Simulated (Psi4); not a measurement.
**SiH3I (SMILES [SiH3]I): TPSSh/def2-TZVP (core potential)**

What is the vertical singlet–triplet gap of SiH3I at TPSSh/def2-TZVP (core potential)? 

The results are computed with Psi4 1.11.

6 further runs of the same task are left out: 2 that didn't finish, 4 set aside as unsound or not needed.

### 1 The molecule

The species is SiH3I (5 atoms), meant as a singlet with charge 0. SMILES: `[SiH3]I`. The coordinates come from a PBE0-D4/def2-TZVP relaxation.

Bond lengths: Si1–I2 2.439 Å, Si1–H3 1.481 Å, Si1–H4 1.481 Å, Si1–H5 1.481 Å. Angles: I2–Si1–H3 108.5°, I2–Si1–H4 108.5°, I2–Si1–H5 108.4°, H3–Si1–H4 110.5°, H3–Si1–H5 110.5°, H4–Si1–H5 110.5°.

### 2 Energy and forces at TPSSh/def2-TZVP (core potential)

File job.json:

```json
{
  "schema_name": "qcschema_input",
  "schema_version": 1,
  "molecule": {
    "schema_name": "qcschema_molecule",
    "schema_version": 2,
    "symbols": ["Si", "I", "H", "H", "H"],
    "geometry": [-0.31293865, 0.13095802, -0.14607583, 3.60503053, -1.74478413, 1.39423993, -2.16260258, 0.16818563, 1.95378784, -1.26857315, -1.42806603, -2.26464779, 0.23338118, 2.7344337, -1.01534985],
    "molecular_charge": 0,
    "molecular_multiplicity": 1,
    "fix_symmetry": "c1",
    "fix_com": true,
    "fix_orientation": true
  },
  "driver": "gradient",
  "model": {
    "method": "tpssh",
    "basis": "def2-TZVP"
  },
  "keywords": {
    "reference": "rks",
    "puream": true,
    "e_convergence": 1e-09,
    "d_convergence": 1e-08,
    "scf_type": "pk",
    "dft_radial_points": 99,
    "dft_spherical_points": 590
  }
}
```

Started as:

```bash
$ psi4 --qcschema job.json -n 1 --memory 1600MB
```

stdout:

```text
[...]
    !!!  WARNING: ECP capability is in beta. Please check occupations closely.  !!!
[...]
  Running in c1 symmetry.
[...]
  Nuclear repulsion =  103.891267759660039
[...]
  Multiplicity = 1
[...]
  Nalpha       = 21
  Nbeta        = 21
[...]
    Number of basis functions: 105
[...]
   @RKS iter   1:  -588.72723109611729   -2.24285e+00   7.80286e-03 DIIS/ADIIS
[...]
   @RKS iter  10:  -588.97617365996950   -7.95808e-12   8.06340e-09 DIIS
[...]
    Orbital Energies [Eh]
    ---------------------
    Doubly Occupied:
       1A    -66.018373     2A     -6.758473     3A     -5.248552
       4A     -4.793508     5A     -4.785411     6A     -4.785411
       7A     -3.597839     8A     -3.594048     9A     -3.594048
      10A     -1.867194    11A     -1.864381    12A     -1.864381
      13A     -1.857407    14A     -1.857407    15A     -0.682143
      16A     -0.528964    17A     -0.364733    18A     -0.364730
      19A     -0.334119    20A     -0.262999    21A     -0.262998
[...]
  @RKS Final Energy:  -588.97617365996950
   => Energetics <=
    Nuclear Repulsion Energy =            103.8912677596600389
    One-Electron Energy =               -1127.9821376719323780
    Two-Electron Energy =                 475.0546420480272900
    DFT Exchange-Correlation Energy =     -39.9399457957244124
    Empirical Dispersion Energy =           0.0000000000000000
    VV10 Nonlocal Energy =                  0.0000000000000000
    Total Energy =                       -588.9761736599695041
[...]
 Multipole Moments:
 ------------------------------------------------------------------------------------
     Multipole            Electronic (a.u.)      Nuclear  (a.u.)        Total (a.u.)
 ------------------------------------------------------------------------------------
 L = 1.  Multiply by 2.5417464519 to convert [e a0] to [Debye]
 Dipole X            :        -82.9182205           82.5468276           -0.3713929
 Dipole Y            :         40.4894208          -40.3116377            0.1777832
 Dipole Z            :        -31.6307538           31.4847268           -0.1460269
 Magnitude           :                                                    0.4368791
[...]
  -Total Gradient:
     Atom            X                  Y                   Z
    ------   -----------------  -----------------  -----------------
       1        0.002430438803    -0.001170343111     0.000955075606
       2       -0.001652237800     0.000792921086    -0.000648768484
       3       -0.000882184244    -0.000060294486     0.001266681320
       4       -0.000374916180    -0.000973501161    -0.001142884837
       5        0.000486450818     0.001407154451    -0.000427097206
[...]
```

The result, in JSON:

```text
{
 "driver": "gradient",
 "model": {
  "method": "tpssh",
  "basis": "def2-TZVP"
 },
 "success": true,
 "return_result": [0.0024304388027915694, -0.0011703431109744786, 0.0009550756058445582, -0.0016522378004933252, 0.0007929210855787475, -0.000648768484052431, -0.0008821842443521299, -6.029448641961879e-05, 0.0012666813202991123, -0.00037491618028717005, -0.000973501161152926, -0.001142884837194394, 0.00048645081762014805, 0.001407154451198156, -0.000427097205677171],
 "properties": {
  "calcinfo_nbasis": 105,
  "calcinfo_nmo": 105,
  "calcinfo_nalpha": 21,
  "calcinfo_nbeta": 21,
  "calcinfo_natom": 5,
  "nuclear_repulsion_energy": 103.89126775966004,
  "return_energy": -588.9761736599695,
  "return_gradient": [0.0024304388027915694, -0.0011703431109744786, 0.0009550756058445582, -0.0016522378004933252, 0.0007929210855787475, -0.000648768484052431, -0.0008821842443521299, -6.029448641961879e-05, 0.0012666813202991123, -0.00037491618028717005, -0.000973501161152926, -0.001142884837194394, 0.00048645081762014805, 0.001407154451198156, -0.000427097205677171],
  "scf_one_electron_energy": -1127.9821376719324,
  "scf_two_electron_energy": 475.0546420480273,
  "scf_xc_energy": -39.93994579572441,
  "scf_dipole_moment": [-0.3713928537342781, 0.1777831614211962, -0.14602692369111736],
  "scf_total_energy": -588.9761736599695,
  "scf_total_gradient": [0.0024304388027915694, -0.0011703431109744786, 0.0009550756058445582, -0.0016522378004933252, 0.0007929210855787475, -0.000648768484052431, -0.0008821842443521299, -6.029448641961879e-05, 0.0012666813202991123, -0.00037491618028717005, -0.000973501161152926, -0.001142884837194394, 0.00048645081762014805, 0.001407154451198156, -0.000427097205677171],
  "scf_iterations": 10
 }
}
```

Wall time 30 s (1 thread of Intel Xeon 6975P-C (Granite Rapids), shared host); peak memory 0.67 GiB.

### 3 The triplet, same level

File run.py:

```python
import psi4

psi4.set_memory(1600000000)
psi4.set_num_threads(1)
psi4.core.set_output_file('psi4.out', False)

mol = psi4.geometry("""
0 3
Si    -0.31293865     0.13095802    -0.14607583
I      3.60503053    -1.74478413     1.39423993
H     -2.16260258     0.16818563     1.95378784
H     -1.26857315    -1.42806603    -2.26464779
H      0.23338118     2.73443370    -1.01534985
units au
symmetry c1
no_reorient
no_com
""")

psi4.set_options({
    'basis': 'def2-TZVP',
    'reference': 'uks',
    'puream': True,
    'e_convergence': 1e-09,
    'd_convergence': 1e-08,
    'scf_type': 'pk',
    'dft_radial_points': 99,
    'dft_spherical_points': 590,
    'maxiter': 200,
})

e, wfn = psi4.gradient('tpssh', molecule=mol, return_wfn=True)
psi4.oeprop(wfn, 'MULLIKEN_CHARGES', 'MAYER_INDICES', 'DIPOLE')
print('gradient / Eh bohr^-1')
print(e.np.round(6))
print(f'energy = {wfn.energy():.10f} Eh')
for k, v in sorted(psi4.core.scalar_variables().items()):
    print(f'{k:45s} {v:18.10f}')
```

Started as:

```bash
$ python run.py
```

psi4.out:

```text
[...]
    !!!  WARNING: ECP capability is in beta. Please check occupations closely.  !!!
[...]
  Running in c1 symmetry.
[...]
  Nuclear repulsion =  103.891267759660039
[...]
  Multiplicity = 3
[...]
  Nalpha       = 22
  Nbeta        = 20
[...]
    Number of basis functions: 105
[...]
   @UKS iter   1:  -588.55042924507313   -2.06604e+00   7.50146e-03 ADIIS/DIIS
[...]
   @UKS iter  40:  -588.78121698342875   -7.95808e-12   7.19154e-09 DIIS
[...]
   @S^2 Observed:                2.004689334E+00
[...]
    Orbital Energies [Eh]
    ---------------------
    Alpha Occupied:
       1A    -65.960144     2A     -6.818455     3A     -5.197704
       4A     -4.858621     5A     -4.845161     6A     -4.840508
       7A     -3.547239     8A     -3.543541     9A     -3.542698
      10A     -1.932184    11A     -1.929253    12A     -1.925305
      13A     -1.914245    14A     -1.914150    15A     -0.741611
      16A     -0.524459    17A     -0.373430    18A     -0.359806
      19A     -0.353325    20A     -0.329864    21A     -0.301543
      22A     -0.086308
    Alpha Virtual:
      23A      0.010214    24A      0.016915    25A      0.026168
[...]
  @UKS Final Energy:  -588.78121698342875
   => Energetics <=
    Nuclear Repulsion Energy =            103.8912677596600389
    One-Electron Energy =               -1127.1165518670818528
    Two-Electron Energy =                 474.3709797541524722
    DFT Exchange-Correlation Energy =     -39.9269126301593644
    Empirical Dispersion Energy =           0.0000000000000000
    VV10 Nonlocal Energy =                  0.0000000000000000
    Total Energy =                       -588.7812169834286351
[...]
  -Total Gradient:
     Atom            X                  Y                   Z
    ------   -----------------  -----------------  -----------------
       1        0.066652918432    -0.034348980103     0.034930864823
       2       -0.081176747021     0.039296654745    -0.033476524964
       3        0.005892990729    -0.001198245804    -0.003215171613
       4        0.004878379406    -0.000339520528     0.001335498328
       5        0.003749321057    -0.003408589477     0.000423970530
[...]
 Multipole Moments:
 ------------------------------------------------------------------------------------
     Multipole            Electronic (a.u.)      Nuclear  (a.u.)        Total (a.u.)
 ------------------------------------------------------------------------------------
 L = 1.  Multiply by 2.5417464519 to convert [e a0] to [Debye]
 Dipole X            :        -82.1030636           82.5468276            0.4437640
 Dipole Y            :         40.0844201          -40.3116377           -0.2272176
 Dipole Z            :        -31.2576051           31.4847268            0.2271217
 Magnitude           :                                                    0.5478491
[...]
  Mulliken Charges: (a.u.)
   Center  Symbol    Alpha    Beta     Spin     Total
       1    SI     7.43079  6.72753  0.70327 -0.15832
       2     I    12.99752 11.81917  1.17836  0.18331
       3     H     0.53912  0.45789  0.08122  0.00299
       4     H     0.51604  0.49814  0.01789 -0.01418
       5     H     0.51653  0.49727  0.01926 -0.01380
   Total alpha = 22.00000, Total beta = 20.00000, Total charge = -0.00000
  Mayer Bond Indices:
  Total Bond Index:
[...]
```

The script printed:

```text
gradient / Eh bohr^-1
[[ 0.066653 -0.034349  0.034931]
 [-0.081177  0.039297 -0.033477]
 [ 0.005893 -0.001198 -0.003215]
 [ 0.004878 -0.00034   0.001335]
 [ 0.003749 -0.003409  0.000424]]
energy = -588.7812169834 Eh
CURRENT ENERGY                                   -588.7812169834
CURRENT REFERENCE ENERGY                         -588.7812169834
DD SOLVATION ENERGY                                 0.0000000000
DFT FUNCTIONAL TOTAL ENERGY                      -588.7812169834
DFT TOTAL ENERGY                                 -588.7812169834
DFT VV10 ENERGY                                     0.0000000000
DFT XC ENERGY                                     -39.9269126302
GRID ELECTRONS ALPHA                               22.0000000218
GRID ELECTRONS BETA                                19.9999999982
GRID ELECTRONS TOTAL                               42.0000000201
NUCLEAR REPULSION ENERGY                          103.8912677597
ONE-ELECTRON ENERGY                             -1127.1165518671
PCM POLARIZATION ENERGY                             0.0000000000
PE ENERGY                                           0.0000000000
SCF ITERATION ENERGY                             -588.7812169834
SCF ITERATIONS                                     40.0000000000
SCF TOTAL ENERGY                                 -588.7812169834
TWO-ELECTRON ENERGY                               474.3709797542
XC GRID RADIAL POINTS                              99.0000000000
XC GRID SPHERICAL POINTS                          590.0000000000
XC GRID TOTAL POINTS                           275501.0000000000
```

Wall time 1.8 min (1 thread of Intel Xeon 6975P-C (Granite Rapids), shared host); peak memory 0.67 GiB.

### 4 What came out

At TPSSh/def2-TZVP (core potential):

```
                                        quantity          value
                           singlet: total energy  -588.97617 Eh
                          singlet: dipole moment         1.11 D
                            singlet: HOMO energy       -7.16 eV
                            singlet: LUMO energy       -1.10 eV
                          singlet: HOMO–LUMO gap        6.06 eV
               singlet: largest force on an atom     0.147 eV/Å
                           triplet: total energy  -588.78122 Eh
                          triplet: dipole moment         1.39 D
     triplet: HOMO energy (highest over α and β)       -2.35 eV
                                   triplet: ⟨S²⟩          2.005
               triplet: largest force on an atom     4.947 eV/Å
vertical energy of the triplet above the singlet       5.305 eV
```

What this shows: At this shape the triplet lies 5.31 eV (512 kJ/mol) above the singlet.
